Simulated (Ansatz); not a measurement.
C₂H₆OSi, SMILES OC=C[SiH3], a ladder of methods at one geometry

Program: Ansatz's Python interface.

At the Python prompt:
```pycon
>>> from pathlib import Path
>>> import ansatz as az
>>> import numpy as np
>>> mol = (
...     az.Crystal.molecule()
...     .atom("O", (-0.9325, 2.1084, -0.8222))
...     .atom("C", (-0.359, 1.2224, -0.0502))
...     .atom("C", (-0.218, -0.0521, -0.4094))
...     .atom("Si", (0.7233, -1.3106, 0.6308))
...     .atom("H", (-1.2654, 1.7168, -1.6762))
...     .atom("H", (-0.0224, 1.6893, 0.8801))
...     .atom("H", (-0.5181, -0.4309, -1.3397))
...     .atom("H", (-0.2579, -2.4111, 0.913))
...     .atom("H", (1.118, -0.7137, 1.9566))
...     .atom("H", (1.8151, -1.8696, -0.0799))
... )
>>> base = mol.calculation().basis(gaussian="cc-pVDZ")
>>> print("functional    E (Ha)        dipole (D)   HOMO (eV)  LUMO (eV)")
functional    E (Ha)        dipole (D)   HOMO (eV)  LUMO (eV)
>>> for name in ["lda", "revpbe", "b3lyp", "pbe0", "r2scan0"]:
...     data = base.functional(name).forces().orbitals().run(threads=1, backend="cpu", runs_dir="runs").report
...     lines = Path(data["orbitals_path"]).read_text().splitlines()
...     field_of = lambda key: [line.split("=")[1].strip() for line in lines if line.startswith(key)]
...     orbitals = [(27.211386 * float(e), s, float(n)) for e, s, n in zip(field_of("Ene="), field_of("Spin="), field_of("Occup="))]
...     homo = max(e for e, _, n in orbitals if n > 0.5)
...     lumo = min(e for e, _, n in orbitals if n < 0.5)
...     dipole = 4.803205 * np.linalg.norm(data["charge_distribution"]["dipole_moment_e_ang"])
...     print(f"{name:10s} {data['free_energy_ev'] / 27.211386246:14.6f} {dipole:9.3f} {homo:11.3f} {lumo:10.3f}")
...
lda           -442.030891     1.597      -5.505     -0.488
revpbe        -444.391891     1.624      -5.322     -0.230
b3lyp         -444.522559     1.489      -6.328      0.500
pbe0          -444.200716     1.493      -6.598      0.682
r2scan0       -444.365427     1.471      -6.785      0.776
```

These settings explore the input space; basis and method may be short of convergence. The geometry is a force-field or estimated start, not a minimum of this method, and the basis set is short of its limit. A lower total doesn't mark the better method: functionals have no common bound, and MP2 and coupled cluster aren't variational. b3lyp holds the VWN-RPA fit, as in Gaussian; the form of ORCA and Turbomole is b3lyp5. Levels such as HOMO and LUMO are orbital energies: with these approximate functionals they aren't the ionisation energy and electron affinity, and their gap isn't the fundamental gap. For Al to Cl the sets with a tight d function, cc-pV(X+d)Z, are usual. Run time: 18 s on 1 thread of Arm Neoverse V1, with other jobs on the host, peak memory 0.25 GiB.
